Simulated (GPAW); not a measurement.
# BiS (R-3m) in GPAW: notebook

The runs below take BiS through single point, relaxation of cell and atoms, with PBE.

Everything below comes from runs of GPAW 26.7.0. Logs are shortened: lines on timing, memory, paths and dates and some standing lists are left out, and cuts for length are marked. The log counts tension as positive stress, the text compression.

### Step 1. The structure

It takes space group R-3m (No. 166, trigonal). The conventional cell has a = 4.219 Å, b = 4.219 Å, c = 10.501 Å, α = 90.00°, β = 90.00°, γ = 120.00°. Bi (site symmetry -3m) has 6 S at 3.00 Å as nearest neighbours. S (site symmetry -3m) is surrounded by 6 Bi at 3.00 Å.

The cell was built by a generator and needn't be a form met in nature.

### Step 2. Single point, PBE (strain = 0.04)

Input file run.py:

```python
from ase.dft.bandgap import bandgap
from ase.io import read, write
from ase.units import GPa
from gpaw import GPAW, PW

atoms = read('BiS.xyz')

calc = GPAW(mode=PW(600),
            xc='PBE',
            kpts={'size': (8, 8, 8), 'gamma': True},
            occupations={'name': 'fermi-dirac', 'width': 0.05},
            nbands=20,
            convergence={'density': 1e-05, 'energy': 1e-05},
            maxiter=150,
            txt='gpaw.txt')
atoms.calc = calc
energy = atoms.get_potential_energy()
forces = atoms.get_forces()
stress = atoms.get_stress()
calc.write('gs.gpw')
write('result.traj', atoms)
print(f'Energy: {energy:.6f} eV')
print('Forces (eV/A):')
print(forces.round(4))
print('Stress (GPa):', (stress / GPa).round(3))
print('Fermi level:', round(calc.get_fermi_level(), 4), 'eV')
print(f'Gap: {bandgap(calc)[0]:.4f} eV, direct: {bandgap(calc, direct=True)[0]:.4f} eV')
```

Input file BiS.xyz:

```xyz
2
Lattice="2.1936417048 1.2664996240 3.5004874800 -2.1936417048 1.2664996240 3.5004874800 0.0000000000 -2.5329992584 3.5004874800" Properties=species:S:1:pos:R:3 pbc="T T T"
Bi     0.0000000000      0.0000000000      0.0000000000
S      0.0000000000     -0.0000000052      5.2507312200
```

Potentials or basis: GPAW PAW data sets (gpaw-data 1.2.1), pw.

Launch:

```bash
OMP_NUM_THREADS=1 python run.py
```

gpaw.txt:

```text
__  _  _
 | _ |_)|_||  |
 |__||  | ||/\| - 26.7.0

Input parameters:
  mode=PW(ecut=600.0),
  convergence={'density': 1e-05, 'energy': 1e-05},
  kpts=MonkhorstPack(size=(8, 8, 8), gamma=True),
  maxiter=150,
  nbands=20,
  occupations=Occupations(name='fermi-dirac', width=0.05),
  xc=XC(name='PBE')

Diagonalizing LCAO Hamiltonian
Converting LCAO to pw mode

       S

       Bi

Atoms  # Å, Bohr magnetons
|   | symbol |        x |         y |        z |    initial magnetic moments |
|---|--------|----------|-----------|----------|-----------------------------|
| 0 |     Bi | 0.000000 |  0.000000 | 0.000000 | ( 0.0000,  0.0000,  0.0000) |
| 1 |      S | 0.000000 | -0.000000 | 5.250731 | ( 0.0000,  0.0000,  0.0000) |

Unit cell  # Å
| periodic |         x |         y |        z |  lengths |    angles |
|----------|-----------|-----------|----------|----------|-----------|
|      yes |  2.193642 |  1.266500 | 3.500487 | 4.320821 | 61.020287 |
|      yes | -2.193642 |  1.266500 | 3.500487 | 4.320821 | 61.020287 |
|      yes |  0.000000 | -2.532999 | 3.500487 | 4.320821 | 61.020287 |

Number of symmetries: 4
Symmetry operations  # r_c * U_cc + t_c -> r_c
|   | kind |            matrix            |
|---|------|------------------------------|
| 0 |  E   |  1, 0, 0,  0, 1, 0,  0, 0, 1 |
| 1 |  σ   |  0, 1, 0,  1, 0, 0,  0, 0, 1 |
| 2 |  C2  |  0,-1, 0, -1, 0, 0,  0, 0,-1 |
| 3 |  i   | -1, 0, 0,  0,-1, 0,  0, 0,-1 |

BZ-sampling:
  Number of BZ points: 512
  Number of IBZ points: 150

  Monkhorst-Pack size: [8, 8, 8]
  Monkhorst-Pack shift: [0.0625, 0.0625, 0.0625]

K-points  # in reciprocal-cell coordinates
|     |                                coordinates |     weight |
|-----|--------------------------------------------|------------|
|   0 | (  0.00000000,   0.00000000,   0.00000000) | 0.00195312 |
|   1 | (  0.00000000,   0.00000000,   0.12500000) | 0.00390625 |
|   2 | (  0.00000000,   0.00000000,   0.25000000) | 0.00390625 |
|   3 | (  0.00000000,   0.00000000,   0.37500000) | 0.00390625 |
|   4 | (  0.00000000,   0.00000000,   0.50000000) | 0.00195312 |
|   5 | (  0.12500000,  -0.12500000,   0.00000000) | 0.00390625 |
|   6 | (  0.12500000,  -0.12500000,   0.12500000) | 0.00781250 |
|   7 | (  0.12500000,  -0.12500000,   0.25000000) | 0.00781250 |
|   8 | (  0.12500000,  -0.12500000,   0.37500000) | 0.00781250 |
|   9 | (  0.12500000,  -0.12500000,   0.50000000) | 0.00390625 |
| ... |                                            |            |
| 149 | (  0.50000000,   0.50000000,   0.50000000) | 0.00195312 |

Plane wave coefficients: 1962
Cutoff: 600.0 eV

Spin-components: 1 (collinear spins)
Bands:           20
Projectors:      11
Spin-degeneracy: 2
Datatype:        complex128

Parallelization:
  kpt:    1
  domain: 1
  band:   1

Density:
  Valence electrons: 21.0
  Components: 1
  Grid points: [25 25 25]
  Charge: 0.0  # |e|

Potential:
  Grid points: [25 25 25]

species:
  Bi:
    name:    Bismuth
    Z:       83.0
    valence: 15
    core:    68
    charge:  0.0  # [|e|]
    compensation charges:
      type: gauss
      rc: 0.38  # [Å]
      lmax: 2
    cutoffs:
      filter: 2.23  # [Å]
      core: 2.33  # [Å]
    projectors
    | kind |    occ | energy [eV] | rcut [Å] |
    |------|--------|-------------|----------|
    |   6s |  2.000 |     -14.385 |    1.286 |
    |   6p |  3.000 |      -4.580 |    1.275 |
    |   5d | 10.000 |     -27.119 |    1.349 |
    |    s |        |      12.827 |    1.286 |
    |    p |        |      22.631 |    1.275 |
    |    d |        |       0.093 |    1.349 |

    Using partial waves for Bi as LCAO basis

  S:
    name:    Sulfur
    Z:       16.0
    valence: 6
    core:    10
    charge:  0.0  # [|e|]
    compensation charges:
      type: gauss
      rc: 0.24  # [Å]
      lmax: 2
    cutoffs:
      filter: 1.77  # [Å]
      core: 1.66  # [Å]
    projectors
    | kind |    occ | energy [eV] | rcut [Å] |
    |------|--------|-------------|----------|
    |   3s |  2.000 |     -17.254 |    0.974 |
    |   3p |  4.000 |      -7.008 |    0.979 |
    |    s |        |       9.957 |    0.974 |
    |    p |        |      20.203 |    0.979 |
    |    d |        |       0.000 |    0.900 |

    Using partial waves for S as LCAO basis

Reference energy: -595706.002850  # eV

eigensolver:
  PPCG
  Converge bands: occupied
  niter=2

density mixing:
  MSR1-Mixer
  Pratt-step length: 0.05
  Maximum mixing coefficient: 0.75
  Old densities: 10
  SVD Regularization: 0.005
  Good broyden scale: 1.0
  Trust region scale: 1.0
  Backstep threshold: 4.0
  History deletion threshold: 6.0
  Fourier metric: weight=20.0, sigma=0.015

occupation numbers:
  Fermi-Dirac:
    width: 0.0500  # eV

poisson solver:
  ecut: 4800.0  # eV

xc functional:
  name: PBE with 2 nearest neighbor stencil

convergence criteria:
- Maximum integral of absolute [dens]ity change: 1e-05 electrons / valence electron
- Maximum [total energy] change in last 3 cyles: 1e-05 eV / valence electron
- Maximum integral of absolute [eigenst]ate change: 4e-08 eV^2 / valence electron
maximum number of iterations: 150

SCF iterations
|iter     | |      energy | eigst |  dens |
|---------|-|-------------|-------|-------|
|iter:   1| |   -9.186149 | -0.44 |       |
|iter:   2| |   -9.078747 | -2.45 | -1.18 |
|iter:   3| |   -8.811858 | -2.39 | -1.24 |
|iter:   4| |   -8.812156 | -3.62 | -1.83 |
|iter:   5| |   -8.813188 | -4.00 | -2.10 |
|iter:   6| |   -8.813233 | -5.40 | -3.16 |
|iter:   7| |   -8.813251c| -5.73 | -3.57 |
|iter:   8| |   -8.813251c| -7.18 | -4.43 |
|iter:   9| |   -8.813251c| -7.49c| -4.83 |
|iter:  10| |   -8.813251c| -8.37c| -5.86c|

Converged in 10 steps
Energy contributions relative to reference atoms: (reference = -595706.002850)

Energy contributions:
  Kinetic:          14.423720
  Coulomb:         -15.157987
  Zero:             -1.378776
  External:          0.000000
  Xc:               -6.693349
  Entropy:          -0.013717
  Spinorbit:         0.000000
  ----------------------------
  Free energy:      -8.820110
  Extrapolated:     -8.813251

dipole moment: (-0.000000, 0.000000, -40.873001)  # |e|*Ang

Fermi level: 5.788
Eigenvalues  # (at kpt = [0.000, 0.000, 0.000])
| band index |      eig [eV] | occ [0-2] |
|------------|---------------|-----------|
|          0 |       -17.961 |     2.000 |
|        ... |               |           |
|          2 |       -17.956 |     2.000 |
|          3 |       -17.953 |     2.000 |
|          4 |       -17.953 |     2.000 |
|          5 |        -8.472 |     2.000 |
|          6 |        -3.261 |     2.000 |
|          7 |         2.740 |     2.000 |
[... 8 lines left out ...]
|         16 |        12.395 |     0.000 |
|         17 |        13.245 |     0.000 |
|        ... |               |           |
|         19 |        13.590 |     0.000 |

No gap
No difference between direct/indirect transitions

Forces  # eV/Ang
|       x |       y |       z |
|---------|---------|---------|
| 0.00000 | 0.00000 | 0.00000 |  # Bi   0
| 0.00000 | 0.00000 | 0.00000 |  # S    1

Stress tensor  # eV/Ang^3
|         x |         y |         z |
|-----------|-----------|-----------|
|  0.030627 | -0.000000 |  0.000000 |
| -0.000000 |  0.030622 | -0.000004 |
|  0.000000 | -0.000004 |  0.033449 |

# Writing to gs.gpw (mode='')
```

stdout:

```text
Energy: -8.813251 eV
Forces (eV/A):
[[0. 0. 0.]
 [0. 0. 0.]]
Stress (GPa): [ 4.907e+00  4.906e+00  5.359e+00 -1.000e-03  0.000e+00 -0.000e+00]
Fermi level: 5.7882 eV
Gap: 0.0000 eV, direct: 0.0000 eV
```

It took 73 s on 1 thread of Arm Neoverse V2, shared host; peak memory 0.3 GiB.

What came out:

| Item | Value |
| --- | --- |
| Free energy | -8.8201 eV |
| Pressure | -5.1 GPa |
| Band gap on the k mesh | none (metal or under the smearing width) |

Caveat: the density grid can change from cell to cell, which puts small steps into energies and stress; spin-orbit coupling is left out, which moves the levels of the heavy elements.

### Step 3. Single point, PBE

run.py: that of step 2 with these lines changed.

```diff
@@ -5,3 +5,3 @@
 
-atoms = read('BiS.xyz')
+atoms = read('POSCAR')
```

Input file POSCAR:

```
BiS
1.0
    2.1092708692      1.2177881041      3.5004874800
   -2.1092708692      1.2177881041      3.5004874800
    0.0000000000     -2.4355762082      3.5004874800
Bi S
1 1
Direct
    0.0000000000      0.0000000000      0.0000000000
    0.5000000000      0.5000000000      0.5000000000
```

Potentials or basis: GPAW PAW data sets (gpaw-data 1.2.1), pw.

Launch:

```bash
OMP_NUM_THREADS=1 python run.py
```

It took 31 s on 1 thread of Arm Neoverse V2, shared host; peak memory 0.2 GiB.

It converged, with:

```
Free energy            : -8.9107 eV
Pressure               : -1.4 GPa
Band gap on the k mesh : none (metal or under the smearing width)
```

Stress tensor (GPa, compression positive):
```
-1.61  0.00  0.00
 0.00 -1.61  0.00
 0.00  0.00 -1.08
```

Levels at points of the mesh, in eV from the Fermi level:
```csv
k point,band 7,band 8,band 9,band 10,band 11,band 12,band 13,band 14
"(0.00, 0.00, 0.00)",-8.81,-3.36,-3.23,-3.23,2.63,2.63,2.65,5.23
"(0.50, 0.00, 0.00)",-11.42,-2.88,-2.84,-1.88,-1.41,-0.25,-0.19,7.20
"(0.50, 0.50, 0.00)",-10.26,-6.30,-4.64,-4.54,2.61,3.35,3.36,3.72
"(0.50, 0.50, 0.50)",-11.48,-2.81,-2.81,-1.80,-1.30,-0.12,-0.12,7.17
```

Caveat: the density grid can change from cell to cell, which puts small steps into energies and stress; spin-orbit coupling is left out, which moves the levels of the heavy elements.

### Step 4. Relaxation of cell and atoms, PBE

Input file run.py:

```python
from ase.filters import FrechetCellFilter
from ase.io import read, write
from ase.optimize import BFGS
from gpaw import GPAW, PW

atoms = read('POSCAR')

calc = GPAW(mode=PW(600),
            xc='PBE',
            kpts={'size': (8, 8, 8), 'gamma': True},
            occupations={'name': 'fermi-dirac', 'width': 0.05},
            nbands=20,
            convergence={'density': 1e-05, 'forces': 0.0001},
            maxiter=150,
            txt='gpaw.txt')
atoms.calc = calc
opt = BFGS(FrechetCellFilter(atoms), trajectory='relax.traj', logfile='-')
done = opt.run(fmax=0.02, steps=60)
calc.write('gs.gpw')
write('result.traj', atoms)
print('Converged:', done)
print('Cell:', atoms.cell.cellpar().round(4))
print('Volume:', round(atoms.get_volume(), 4))
print(atoms.get_scaled_positions().round(5))
```

POSCAR is that of step 3.

Launch:

```bash
OMP_NUM_THREADS=1 python run.py
```

Wall time 6.1 min (1 thread of Arm Neoverse V2, shared host); peak memory 0.4 GiB.

It converged, with:

```
Free energy                            : -9.0255 eV
Relaxed volume                         : 25.18 Å³/atom
Relaxed cell                           : a = 4.546 Å, b = 4.546 Å, c = 4.546 Å, α = 49.77°, β = 49.77°, γ = 49.77°
Space group after relaxing (to 0.05 Å) : R-3m (No. 166)
Energy gained by relaxing              : 59.4 meV/atom
Ionic steps                            : 11
Pressure after relaxing                : 0.0 GPa
Band gap on the k mesh                 : none (metal or under the smearing width)
```

The path:
| step | energy change (eV) | largest force (eV/Å) | pressure (GPa) | volume (Å³) |
| --- | --- | --- | --- | --- |
| 1 | 0.0000 | 0.0000 | -1.44 | 53.95 |
| 2 | -0.0022 | 0.0000 | -1.15 | 53.67 |
| 3 | -0.0063 | 0.0000 | 0.10 | 52.53 |
| 4 | -0.0064 | 0.0000 | 0.09 | 52.54 |
| 5 | -0.0122 | 0.0000 | -0.02 | 52.55 |
| 6 | -0.0359 | 0.0000 | -0.24 | 52.37 |
| 7 | -0.1067 | 0.0000 | -0.63 | 51.50 |
| 8 | -0.0018 | 0.0000 | -0.02 | 48.79 |
| 9 | -0.1179 | 0.0000 | 0.22 | 50.39 |
| 10 | -0.1188 | 0.0000 | -0.09 | 50.51 |
| 11 | -0.1189 | 0.0000 | 0.02 | 50.35 |

Final structure:
```yaml
crystal:
  lattice:
    - [1.91278, 1.10434, 3.97301]
    - [-1.91278, 1.10434, 3.97301]
    - [0.00000, -2.20868, 3.97301]
  atoms:
    - { symbol: Bi, position: [0.00000, 0.00000, 0.00000] }
    - { symbol: S, position: [0.50000, 0.50000, 0.50000] }
```

Levels at points of the mesh, in eV from the Fermi level:
```csv
k point,band 7,band 8,band 9,band 10,band 11,band 12,band 13,band 14
"(0.00, 0.00, 0.00)",-9.08,-4.81,-2.53,-2.53,3.09,3.09,3.30,4.28
"(0.50, 0.00, 0.00)",-11.39,-3.54,-2.63,-2.61,-2.12,-0.43,0.06,6.20
"(0.50, 0.50, 0.00)",-10.30,-6.65,-5.44,-3.88,2.36,2.75,3.21,4.46
"(0.50, 0.50, 0.50)",-12.44,-2.18,-2.18,-1.04,-0.17,1.24,1.24,7.26
```

Caveat: later steps reuse the first step's grids; spin-orbit coupling is left out, which moves the levels of the heavy elements.

(Part 1 of 2 ends here.)
